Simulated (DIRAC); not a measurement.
**ScF at PBE0/dyall-cv2z (Levy-Leblond, uncontracted yes)**

Aim: a point of an energy scan of ScF. 

The calculation is run with DIRAC 26.1 (patched).

33 further runs of the same task are left out: 2 that didn't finish, 31 set aside as unsound or not needed. Runs told in other sessions of the task aren't counted.

## Step 1: The system as given

ScF has 2 atoms, charge 0, and is taken as a singlet.

Bond lengths: Sc1–F2 1.659 Å.

## Step 2: A point of an energy scan at PBE0/dyall-cv2z (Levy-Leblond, uncontracted yes)

mol.mol

```
INTGRL
FSc

C   2              A
       21.    1
Sc        0.00000000      0.00000000      0.00000000
LARGE BASIS dyall.cv2z
        9.    1
F         0.00000000      0.00000000      1.65859510
LARGE BASIS dyall.cv2z
FINISH
```

calc.inp

```
! FSc
**DIRAC
.WAVE FUNCTION
**HAMILTONIAN
.LEVY-LEBLOND
.DFT
PBE0
**INTEGRALS
*READIN
.UNCONTRACT
**GRID
.ULTRAFINE
**WAVE FUNCTION
.SCF
*END OF
```

Command:

```
$ pam --inp=calc.inp --mol=mol.mol --noarch --mw=163 --aw=368
```

The log of the run:

```text
*************************************************************************
    ********************* DIRAC: No title specified !!! *********************
    *************************************************************************

 Jobs in this run:
   * Wave function

    **************************************************************************
    ************************** General DIRAC set-up **************************
    **************************************************************************

   CODATA Recommended Values of the Fundamental Physical Constants: 2022
 * The speed of light :        137.035999177
 * Running in four-component mode
 * Direct evaluation of the following two-electron integrals:
   - LL-integrals
   - SL-integrals
   - SS-integrals
   - GT-integrals
 * Spherical transformation embedded in MO-transformation
   for large components
 * Transformation to scalar RKB basis embedded in
   MO-transformation for small components
 * Thresholds for linear dependence:
   Large components:   1.00D-06
   Small components:   1.00D-08
 * General print level   :   0

    *************************************************************************
    ****************** Output from HERMIT input processing ******************
    *************************************************************************

 Default print level:        1
 Using default nuclear model: Gaussian charge distribution.

 Two-electron integrals not calculated.

 Ordinary (field-free non-relativistic) Hamiltonian integrals not calculated.

 Changes of defaults for *READIN
 -------------------------------

 Uncontracted basis forced, irrespective of basis input file.

   ***************************************************************************
   ****************** Output from MOLECULE input processing ******************
   ***************************************************************************

  Title Cards
  -----------

  FSc

  Coordinates are entered in Angstroms and converted to atomic units.
          - Conversion factor : 1 bohr = 0.52917721 A

  Nuclear Gaussian exponent for atom of charge   21.000 :     3.3451319708D+08   (using mass   45.0)
  Nuclear Gaussian exponent for atom of charge    9.000 :     5.3546903251D+08   (using mass   19.0)

                     SYMADD: Detection of molecular symmetry
                     ---------------------------------------

 Symmetry test threshold:  5.00E-06

    The molecule has been centered at center of mass.

 Symmetry point group found: C(oo,v)

 The following symmetry elements were found: X  Y

 The molecule is linear.

  Symmetry Operations
  -------------------

  Symmetry operations: 2

                          SYMGRP:Point group information
                          ------------------------------

Full group is:  C(oo,v)
Represented as: C2v

   * The point group was generated by:

      Reflection in the yz-plane
      Reflection in the xz-plane

   * Group multiplication table

        |  E   C2z  Oxz  Oyz
   -----+--------------------
     E  |  E   C2z  Oxz  Oyz
    C2z | C2z   E   Oyz  Oxz
    Oxz | Oxz  Oyz   E   C2z
    Oyz | Oyz  Oxz  C2z   E

   * Character table

        |  E   C2z  Oxz  Oyz
   -----+--------------------
    A1  |   1    1    1    1
    B1  |   1   -1    1   -1
    B2  |   1   -1   -1    1
    A2  |   1    1   -1   -1

   * Direct product table

        | A1   B1   B2   A2
   -----+--------------------
    A1  | A1   B1   B2   A2
    B1  | B1   A1   A2   B2
    B2  | B2   A2   A1   B1
    A2  | A2   B2   B1   A1

                            **************************
                            *** Output from DBLGRP ***
                            **************************

   * One fermion irrep:   E1
   * Real group. NZ = 1
   * Direct product decomposition:
          E1  x E1  : A1  + A2  + B1  + B2

                                 Spinor structure
                                 ----------------

   * Fermion irrep no.: 1
      La  |  A1 (1)  A2 (2)  |
      Sa  |  A2 (1)  A1 (2)  |
      Lb  |  B1 (3)  B2 (4)  |
      Sb  |  B2 (3)  B1 (4)  |

                              Quaternion symmetries
                              ---------------------

    Rep  T(+)
    -----------------------------
    A1   1
    B1   j
    B2   k
    A2   i

  Nuclear repulsion energy                       :     60.300728485702 Hartree

  Nuclear contribution to electric dipole moment :    0.000000000000    0.000000000000    0.276248008104 a.u.;  origin (0,0,0)

  Atoms and basis sets
  --------------------

  Number of atom types :    2
  Total number of atoms:    2

  label    atoms   charge   prim    cont     basis
  ----------------------------------------------------------------------
  Sc          1      21     104     104      L  - [15s11p6d2f|15s11p6d2f]
                            242     242      S  - [11s21p13d6f2g|11s21p13d6f2g]
  F           1       9      34      34      L  - [10s6p1d|10s6p1d]
                             85      85      S  - [6s11p6d1f|6s11p6d1f]
  ----------------------------------------------------------------------
                            138     138      L  - large components
                            327     327      S  - small components
  ----------------------------------------------------------------------
  total:      2      30     465     465

  Cartesian basis used.
  Threshold for integrals (to be written to file):  1.00D-15

  Cartesian Coordinates (bohr)
  ----------------------------

  Total number of coordinates:  6

   1   Sc       x      0.0000000000
   2            y      0.0000000000
   3            z     -0.9310788809

[... 47 lines left out ...]
   Nuclear repulsion energy                          :   60.300728485702 Hartree
[... 21 lines left out ...]
 - Dipole (and multipole) origin (a.u.) :   0.000000000000000   0.000000000000000   0.000000000000000
[... 4 lines left out ...]
   Weighted mixed functional:
[... 48 lines left out ...]
   to improve convergence (default value).
[... 1 line left out ...]
 ***** SCF CONVERGENCE CRITERIA *****
 * Convergence on norm of error vector (gradient).
   Desired convergence:1.000D-07
   Allowed convergence:1.000D-06
[... 1 line left out ...]
 ***** CONVERGENCE CONTROL *****
[... 3 lines left out ...]
 * DIIS will be activated when convergence reaches : 1.00D+20
[... 2 lines left out ...]
   Weight of old matrix    : 0.250
[... 1 line left out ...]
 * No quadratic convergent Hartree-Fock
[... 15 lines left out ...]
                      Nuclear contribution to dipole moments
[... 25 lines left out ...]
 WARNING : linear symmetry is not implemented for spinfree yet
[... 39 lines left out ...]
               Column   1     Column   2
       1       1.00000000     3.20000000
       2       0.31250000     1.00000000
    ==== End of matrix output ====

DFTGRD: ATSIZE not requested or no trial vectors found. Slater-Bragg radii will be used.

Atom  Deg   Rmin        Rmax        Step size     #rp     #tp
=============================================================
Sc      1   0.195E-07   0.261E+02   0.106E+00     178   20360
F       1   0.116E-06   0.955E+01   0.111E+00     144   18951

   Number of grid points in quadrature:     39311 ( 27.4%)

 >>>> Time used in DFTGRD:   0.07 seconds

 DFT integration

   number of grid points                          =     39311
   DFT exchange-correlation energy:               =       -37.3955036806871419
   number of electrons from numerical integration =        29.9999499807395154

   time spent in DFT integration                  =   0.27 seconds
   number of processors                           =         1

E_HOMO...E_LUMO, symmetry 1:                                 15  -0.16289   16  -0.06834

########## END ITERATION NO.   2 ##########

It.    2    -860.1169804416      4.11D+02  5.40D+00  2.21D+00               0.77000000s   LL

[cycles listed below]

                                   SCF - CYCLE
                                   -----------

* Convergence on norm of error vector (gradient).
  Desired convergence:1.000D-07
  Allowed convergence:1.000D-06

* ERGVAL - convergence in total energy
* FCKVAL - convergence in maximum change in total Fock matrix
* EVCVAL - convergence in error vector (gradient)
--------------------------------------------------------------------------------------------------------------------------------
           Energy               ERGVAL    FCKVAL    EVCVAL      Conv.acc    CPU          Integrals
--------------------------------------------------------------------------------------------------------------------------------
It.    1    -448.6670791059      0.00D+00  0.00D+00  0.00D+00               0.03199299s   Atom. scrpot
It.    2    -860.1169804416      4.11D+02  5.40D+00  2.21D+00               0.77000000s   LL
It.    3    -859.1424473965     -9.75D-01 -1.86D+00  2.69D+00   DIIS   2    0.52300000s   LL
It.    4    -860.0647805360      9.22D-01  1.88D+00  1.23D+00   DIIS   3    0.51800000s   LL
[... 10 lines of this table left out ...]
It.   15    -860.3107458844     -7.96D-12  8.27D-08  2.62D-08   DIIS   9    0.49800000s   LL
--------------------------------------------------------------------------------------------------------------------------------
* Convergence after   15 iterations.
      No 2-ints    :    0.03200000s
      LL           :    0.53214286s

                                   TOTAL ENERGY
                                   ------------

   Charge of molecule : 0

   Electronic energy                        :    -920.61147437007980

   Other contributions to the total energy
   Nuclear repulsion energy                 :      60.30072848570213

   Sum of all contributions to the energy
   Total energy                             :    -860.31074588437764

                                   Eigenvalues
                                   -----------

* Boson symmetry A1
  * Closed shell, f = 1.0000
    -161.984230854  ( 2)        -24.782340897  ( 2)        -17.777266815  ( 2)        -14.660732089  ( 2)         -2.205283504  ( 2)
      -1.430599222  ( 2)         -1.162568523  ( 2)         -0.484243900  ( 2)         -0.179089750  ( 2)
  * Virtual eigenvalues, f = 0.0000
      -0.094179173  ( 2)         -0.049388027  ( 2)          0.029104337  ( 2)          0.072597735  ( 2)          0.170793750  ( 2)
       0.192530318  ( 2)          0.216508711  ( 2)          0.401162547  ( 2)          0.446402420  ( 2)          0.692135540  ( 2)
       0.958639377  ( 2)          0.964716606  ( 2)          1.023756767  ( 2)          1.091404983  ( 2)          1.417124829  ( 2)
[... 6 lines of this table left out ...]
    6603.613024791  ( 2)      12395.068399910  ( 2)      40382.233571671  ( 2)      45789.967566179  ( 2)     206818.084480896  ( 2)
 1411546.980133018  ( 2)

* Boson symmetry B1
  * Closed shell, f = 1.0000
     -14.670934690  ( 2)         -1.379719563  ( 2)         -0.480027893  ( 2)
  * Virtual eigenvalues, f = 0.0000
      -0.067695557  ( 2)         -0.015968431  ( 2)          0.112073486  ( 2)          0.178845349  ( 2)          0.406133876  ( 2)
       0.465692543  ( 2)          0.745598705  ( 2)          0.987933552  ( 2)          1.051637343  ( 2)          1.096791137  ( 2)
       1.139092100  ( 2)          3.081017737  ( 2)          3.727263799  ( 2)          3.867630666  ( 2)          5.298486393  ( 2)
      11.144046335  ( 2)         14.263828360  ( 2)         20.536965536  ( 2)         41.926924679  ( 2)         60.915553832  ( 2)
      71.337857403  ( 2)        193.793554660  ( 2)        236.969688076  ( 2)        837.033345931  ( 2)       3753.945508821  ( 2)

* Boson symmetry B2
  * Closed shell, f = 1.0000
     -14.670934690  ( 2)         -1.379719563  ( 2)         -0.480027893  ( 2)
  * Virtual eigenvalues, f = 0.0000
      -0.067695557  ( 2)         -0.015968431  ( 2)          0.112073486  ( 2)          0.178845349  ( 2)          0.406133876  ( 2)
       0.465692543  ( 2)          0.745598705  ( 2)          0.987933552  ( 2)          1.051637343  ( 2)          1.096791137  ( 2)
       1.139092100  ( 2)          3.081017737  ( 2)          3.727263799  ( 2)          3.867630666  ( 2)          5.298486393  ( 2)
      11.144046335  ( 2)         14.263828360  ( 2)         20.536965536  ( 2)         41.926924679  ( 2)         60.915553832  ( 2)
      71.337857403  ( 2)        193.793554660  ( 2)        236.969688076  ( 2)        837.033345931  ( 2)       3753.945508821  ( 2)

* Boson symmetry A2
  * Virtual eigenvalues, f = 0.0000
      -0.094179173  ( 2)          0.170793750  ( 2)          0.401162547  ( 2)          0.964716606  ( 2)          1.091404983  ( 2)
       3.526568924  ( 2)          3.828182718  ( 2)         14.238907103  ( 2)         60.900773673  ( 2)

* Occupation in fermion symmetry E1
  * Inactive orbitals
      A1   A1   A1   B2   B1   A1   A1   A1   B2   B1   A1   A1   B2   B1   A1
  * Virtual orbitals
      A2   A1   B1   B2   A1   B1   B2   A1   A1   B1   B2   A2   A1   B2   B1   A1   A1   A2
      A1   B2   B1   A1   B2   B1   A1   B2   B1   A1   A2   A1   B1   B2   A1   B1   B2   A1
      A2   B1   B2   B2   B1   A1   A1   A1   B1   B2   A1   A1   A2   A1   B2   B1   A1   A2
      B1   B2   A1   B1   B2   A1   A1   B1   B2   A1   A1   A2   B1   B2   A1   A1   B1   B2
      A1   A1   B1   B2   A1   A1   A2   B1   B2   A1   B2   B1   A1   A1   A1   B1   B2   A1
      B2   B1   A1   A1   A1   B2   B1   A1   A1   A1   A1   B2   B1   A1   A1   A1   A1   A1
      A1   A1

* Occupation of subblocks
                       E1 :  A1   B1   B2   A2
  closed shells (f=1.0000):    9    3    3    0
 virtual shells (f=0.0000):   51   25   25    9
tot.num. of pos.erg shells:   60   28   28    9

* HOMO - LUMO gap:

    E(LUMO) :    -0.09417917 au (symmetry A2 )
  - E(HOMO) :    -0.17908975 au (symmetry A1 )
  ------------------------------------------
    gap     :     0.08491058 au

* INFO: E(LUMO) - E(HOMO) small or negative.

 * Closing HDF5 checkpoint file
    - Checkpoint file contains all required data, can be used for restarts
    - Checkpoint file closed

*****************************************************
********** E N D   of   D I R A C  output  **********
*****************************************************

>>>> Total WALL time used in DIRAC: 8s
```

Wall time 7.8 s (1 thread of Arm Neoverse V2, shared host); peak memory 0.076 GiB.

## Step 3: Results

Level: PBE0/dyall-cv2z (Levy-Leblond, uncontracted yes).

```
     quantity          value
 total energy  -860.31075 Eh
  HOMO energy       -4.87 eV
  LUMO energy       -2.56 eV
HOMO–LUMO gap        2.31 eV
```
